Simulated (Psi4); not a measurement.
**SnNH4F (SMILES [NH2][SnH2][F]): HF/STO-3G**

What is the vertical ionisation energy of SnNH4F at HF/STO-3G? 

The calculation is run with Psi4 1.11.

## Step 1: The system as given

The species is SnNH4F (7 atoms), meant as a singlet with charge 0. As SMILES, `[NH2][SnH2][F]`. The shape is that of a PBE0-D4/def2-TZVP optimisation. This is one conformer, not always the lowest.

Bond lengths: N1–Sn2 1.995 Å, Sn2–F3 1.926 Å, N1–H4 1.008 Å, N1–H5 1.008 Å, Sn2–H6 1.699 Å, Sn2–H7 1.699 Å. Angles: N1–Sn2–F3 105.2°, N1–Sn2–H6 111.6°, N1–Sn2–H7 111.8°, F3–Sn2–H6 103.8°, F3–Sn2–H7 103.8°, Sn2–N1–H4 117.7°, Sn2–N1–H5 117.8°, H6–Sn2–H7 119.0°, H4–N1–H5 110.3°.

## Step 2: Energy and gradient at HF/STO-3G

fh4nsn.xyz reads:

```xyz
7
FH4NSn
N     -0.824600     0.088300    -0.943000
Sn     0.497700    -0.065100     0.542900
F      0.233900    -1.827500     1.272400
H     -1.584200     0.741400    -0.829600
H     -0.469500     0.125500    -1.885700
H      0.113100     0.971100     1.833800
H      2.094900    -0.101800    -0.036600
```

fh4nsn_ase.py reads:

```python
import numpy as np
from ase.calculators.psi4 import Psi4
from ase.io import read

atoms = read('fh4nsn.xyz')
calc = Psi4(atoms=atoms, method='scf', basis='STO-3G', memory='2200MB', num_threads=1, charge=0, multiplicity=1, label='fh4nsn', reference='rhf')
calc.psi4.set_options({'puream': True, 'e_convergence': 1e-09, 'd_convergence': 1e-08, 'scf_type': 'pk'})
atoms.calc = calc

forces = atoms.get_forces()
print(f'energy: {atoms.get_potential_energy():.6f} eV')
print('forces / eV A^-1')
print(np.round(forces, 5))
```

The run is started by

```bash
python fh4nsn_ase.py
```

fh4nsn.dat:

```text
[...]
  Running in c1 symmetry.
[...]
  Nuclear repulsion =  295.271196941217568
[...]
  Multiplicity = 1
[...]
  Nalpha       = 35
  Nbeta        = 35
[...]
    Number of basis functions: 41
[...]
   @RHF iter   1: -6117.23151145960128   -3.84965e+00   1.07487e-02 DIIS/ADIIS
[...]
   @RHF iter  11: -6117.40808140131958    1.81899e-12   3.07021e-09 DIIS
[...]
    Orbital Energies [Eh]
    ---------------------
    Doubly Occupied:
       1A   -1029.920830     2A   -153.551593     3A   -145.381469
       4A   -145.381209     5A   -145.381115     6A    -29.626066
       7A    -26.608821     8A    -26.608130     9A    -26.607933
      10A    -25.741454    11A    -18.211037    12A    -18.210763
      13A    -18.210703    14A    -18.209787    15A    -18.209594
      16A    -15.214625    17A     -4.832031    18A     -3.585938
      19A     -3.583581    20A     -3.583370    21A     -1.350273
      22A     -1.036907    23A     -0.911226    24A     -0.909168
      25A     -0.905134    26A     -0.904952    27A     -0.899799
      28A     -0.560582    29A     -0.554037    30A     -0.434997
      31A     -0.426675    32A     -0.369263    33A     -0.358117
      34A     -0.349780    35A     -0.287395
[...]
  @RHF Final Energy: -6117.40808140131958
   => Energetics <=
    Nuclear Repulsion Energy =            295.2711969412175677
    One-Electron Energy =               -9051.5218498808062577
    Two-Electron Energy =                2638.8425715382691124
    Total Energy =                      -6117.4080814013195777
[...]
 Multipole Moments:
 ------------------------------------------------------------------------------------
     Multipole            Electronic (a.u.)      Nuclear  (a.u.)        Total (a.u.)
 ------------------------------------------------------------------------------------
 L = 1.  Multiply by 2.5417464519 to convert [e a0] to [Debye]
 Dipole X            :          4.4022482           -4.0566228            0.3456254
 Dipole Y            :          0.4926167            0.5441252            1.0367419
 Dipole Z            :          4.3741905           -4.6062618           -0.2320713
 Magnitude           :                                                    1.1172053
[...]
  -Total Gradient:
     Atom            X                  Y                   Z
    ------   -----------------  -----------------  -----------------
       1       -0.023611737407     0.012257204422    -0.032268900397
       2        0.001216128702     0.014361063041    -0.006968142704
       3       -0.001218221815    -0.015626861756     0.007630501672
       4        0.008427578050    -0.008701532316     0.006076707328
       5        0.001571259682    -0.004957209642     0.012628587638
       6       -0.008724790518     0.009750979406     0.021088002742
       7        0.022339783362    -0.007083643100    -0.008186756278
[...]
```

Standard output:

```text
energy: -166463.152772 eV
forces / eV A^-1
[[ 1.21416 -0.63029  1.65933]
 [-0.06254 -0.73848  0.35832]
 [ 0.06264  0.80357 -0.39238]
 [-0.43336  0.44745 -0.31248]
 [-0.0808   0.25491 -0.64939]
 [ 0.44865 -0.50142 -1.08439]
 [-1.14876  0.36426  0.42098]]
```

It took 1.7 s on 1 thread of AMD EPYC 9B45 (Zen 5), shared host; peak memory 0.2 GiB.

## Step 3: The doublet cation at the same level

fh4nsn.xyz is that of step 2.

calc.py reads:

```python
import psi4

psi4.set_memory(2200000000)
psi4.set_num_threads(1)
psi4.core.set_output_file('psi4.out', False)

with open('fh4nsn.xyz') as f:
    atoms = ''.join(f.readlines()[2:])
mol = psi4.geometry('1 2\n' + atoms + 'symmetry c1\nno_reorient\nno_com')

options = {'reference': 'uhf', 'puream': True, 'e_convergence': 1e-09, 'd_convergence': 1e-08, 'scf_type': 'pk', 'maxiter': 100}
psi4.set_options(options)

energy_value, wavefunction = psi4.gradient("scf/STO-3G", return_wfn=True)
psi4.oeprop(wavefunction, "QUADRUPOLE", "LOWDIN_CHARGES", "WIBERG_LOWDIN_INDICES")
print('gradient / Eh bohr^-1')
print(energy_value.np.round(6))
print(f'energy = {wavefunction.energy():.10f} Eh')
```

The run is started by

```bash
python calc.py
```

psi4.out:

```text
[...]
  Running in c1 symmetry.
[...]
  Nuclear repulsion =  295.271196941217568
[...]
  Multiplicity = 2
[...]
  Nalpha       = 35
  Nbeta        = 34
[...]
    Number of basis functions: 41
[...]
   @UHF iter   1: -6116.93821264553844   -3.55635e+00   1.41870e-02 ADIIS/DIIS
[...]
   @UHF iter  17: -6117.20791926629317    1.81899e-12   3.78422e-09 DIIS
[...]
   @S^2 Observed:                7.616818778E-01
[...]
  @UHF Final Energy: -6117.20791926629317
   => Energetics <=
    Nuclear Repulsion Energy =            295.2711969412175677
    One-Electron Energy =               -9032.6102119537281396
    Two-Electron Energy =                2620.1310957462173974
    Total Energy =                      -6117.2079192662931746
  UHF NO Occupations:
  HONO-2 :   33  A 1.9985431
  HONO-1 :   34  A 1.9980644
[...]
  -Total Gradient:
     Atom            X                  Y                   Z
    ------   -----------------  -----------------  -----------------
       1       -0.015873457282    -0.003832906705    -0.014652480980
       2       -0.058369875817     0.036931256282    -0.083088803627
       3        0.004100006726    -0.017348257521     0.014236894659
       4        0.044624105373    -0.018758251274     0.004067758388
       5       -0.001858977284     0.006890597979     0.048188425577
       6        0.000881966226     0.005003650296     0.027663234933
       7        0.026496233010    -0.008886089157     0.003584971914
[...]
 Multipole Moments:
 ------------------------------------------------------------------------------------
     Multipole            Electronic (a.u.)      Nuclear  (a.u.)        Total (a.u.)
 ------------------------------------------------------------------------------------
 L = 1.  Multiply by 2.5417464519 to convert [e a0] to [Debye]
 Dipole X            :        -41.0528993           40.3876047           -0.6652946
 Dipole Y            :         33.8004671          -32.7833468            1.0171203
 Dipole Z            :        -60.0577336           58.7279637           -1.3297699
 Magnitude           :                                                    1.8015101
 L = 2.  Multiply by 1.3450342976 to convert [e a0^2] to [Debye ang]
 Quadrupole XX       :       -109.9045476           88.4514227          -21.4531248
 Quadrupole XY       :         25.0993736          -26.1175060           -1.0181323
[...]
```

On the terminal:

```text
gradient / Eh bohr^-1
[[-0.015873 -0.003833 -0.014652]
 [-0.05837   0.036931 -0.083089]
 [ 0.0041   -0.017348  0.014237]
 [ 0.044624 -0.018758  0.004068]
 [-0.001859  0.006891  0.048188]
 [ 0.000882  0.005004  0.027663]
 [ 0.026496 -0.008886  0.003585]]
energy = -6117.2079192663 Eh
```

It took 1.7 s on 1 thread of AMD EPYC 9B45 (Zen 5), shared host; peak memory 0.19 GiB.

## Step 4: Outcome

At HF/STO-3G:

```
                                          quantity           value
                      singlet SnNH4F: total energy  -6117.40808 Eh
                     singlet SnNH4F: dipole moment          2.84 D
                       singlet SnNH4F: HOMO energy        -7.82 eV
                       singlet SnNH4F: LUMO energy        10.48 eV
                     singlet SnNH4F: HOMO–LUMO gap        18.30 eV
          singlet SnNH4F: largest force on an atom      2.151 eV/Å
                      doublet cation: total energy  -6117.20792 Eh
doublet cation: HOMO energy (highest over α and β)       -15.20 eV
 doublet cation: LUMO energy (lowest over α and β)        -3.20 eV
                              doublet cation: ⟨S²⟩           0.762
          doublet cation: largest force on an atom      5.556 eV/Å
vertical ionisation energy (to the doublet cation)        5.447 eV
```

In words: The vertical ionisation energy comes to 5.45 eV (526 kJ/mol). The largest force (singlet SnNH4F) is 2.15 eV/Å: the shape isn't a stationary point for this species at this level. The negative HOMO energy of the first species, 7.82 eV, lies 2.37 eV above that difference. In a minimal basis such a difference can be off by several eV, whatever the method. Relativity is left out (singlet SnNH4F) although the molecule holds a heavy atom. Relativity is left out (doublet cation) although the molecule holds a heavy atom.
